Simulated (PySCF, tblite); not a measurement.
**C₆H₇BF₄: geometry, infrared bands and NMR shifts**

What infrared bands and NMR shifts should C₆H₇BF₄ (`FB(F)[C@]12C[C@](C(F)F)(C1)C2`) show?

Programs: tblite 0.8.0 and PySCF 2.14.0, with density-fitted response routines of our own. Each step states its level of theory. These are calculated values for one molecule in the gas phase, unless marked as measured. Atoms are numbered from 0 throughout.

### Step 1. Starting geometry

18 atoms, charge 0, multiplicity 1; geometry from: force field or distance geometry start.

Bonds of the start (Å): F0–B1 1.45, B1–F2 1.48, B1–C3 1.44, C3–C4 1.52, C4–C5 1.47, C5–C6 1.38, C6–F7 1.38, C6–F8 1.38, C5–C9 1.51, C5–C10 1.51, C9–C3 1.51, C10–C3 1.50, C4–H11 1.11, C4–H12 1.09, C6–H13 1.13, C9–H14 1.09, C9–H15 1.11, C10–H16 1.09, C10–H17 1.11.

### Step 2. Optimising the geometry with GFN2-xTB

Job settings and geometry (Å):

```
{"job": {"kind": "relax", "xc": "GFN2-xTB", "basis": "xTB"}, "charge": 0, "multiplicity": 1}
F      2.924500     1.779000    -0.516200
B      2.401400     0.430400    -0.405900
F      3.432700    -0.599500    -0.655400
C      1.026600     0.141900    -0.106000
C     -0.203200     0.694000    -0.817400
C     -0.797500    -0.140000     0.242700
C     -2.120400    -0.379300     0.564500
F     -2.837400    -0.963900    -0.453700
F     -2.805500     0.756500     0.942700
C      0.246600     0.470300     1.148500
C      0.275500    -1.159800    -0.078100
H     -0.196200     0.280200    -1.848900
H     -0.247000     1.784400    -0.727900
H     -2.222400    -1.090600     1.436100
H      0.475700    -0.105200     2.043500
H      0.148100     1.567700     1.293600
H      0.059700    -1.632200    -1.036300
H      0.430400    -1.827500     0.797000
```

Run with:

```console
$ OMP_NUM_THREADS=1 python probes_run.py task.json out
```

The driver reads the jobs from task.json and runs them one after another.

**Question.** This job is followed by: GFN2-xTB harmonic vibrations, gas phase; GIAO PBE0/pcSseg-1 NMR shielding, non-relativistic, gas phase. What will the session give for the following? strongest single infrared mode (GFN2-xTB); zero-point energy (GFN2-xTB); ¹³C shifts against TMS (PBE0/pcSseg-1, means over atoms taken as alike); ¹H shifts against TMS (PBE0/pcSseg-1, means over atoms taken as alike); ¹⁹F shifts against CFCl3 (PBE0/pcSseg-1, means over atoms taken as alike); ¹¹B shifts against BF3·OEt2 (PBE0/pcSseg-1); surface potential, 1st and 99th percentile.

The runs gave:

| quantity | value |
| --- | --- |
| strongest single infrared mode (GFN2-xTB) | 1278 cm⁻¹, 392 km/mol |
| zero-point energy (GFN2-xTB) | 79.3 kcal/mol |
| ¹³C shifts against TMS (PBE0/pcSseg-1, means over atoms taken as alike) | 120.0, 51.3, 42.5, 24.4 ppm |
| ¹H shifts against TMS (PBE0/pcSseg-1, means over atoms taken as alike) | 6.00, 1.92 ppm |
| ¹⁹F shifts against CFCl3 (PBE0/pcSseg-1, means over atoms taken as alike) | -74.3, -149.6 ppm |
| ¹¹B shifts against BF3·OEt2 (PBE0/pcSseg-1) | 24.1 ppm |
| surface potential, 1st and 99th percentile | -0.83 V and 1.82 V |

Relaxing lowered the energy by 1.625 eV in 29 steps; the close pair that moved most is B1–F2, from 1.479 to 1.316 Å. All 48 modes are real, so the xTB geometry is a minimum. The strongest single mode, at 1278 cm⁻¹, moves mainly B1. GFN2-xTB is a fitted tight-binding method: band positions and strengths are rough. Its intensities can rank the bands wrongly. The most deshielded hydrogen is H13 (hydrogen on an sp3 CH bonded to 2 F), at 6.00 ppm: its carbon carries F, an electronegative neighbour. At PBE0/pcSseg-1: The largest span, 312 ppm, is at F0, F2, where the paramagnetic term is -222 ppm. At PBE0/pcSseg-1, counted by nearest atom on the grid, the HOMO lies on C3, C5 about 15 % each; C6 12 %, the LUMO on B1 50 %; F0, F2 about 10 % each.
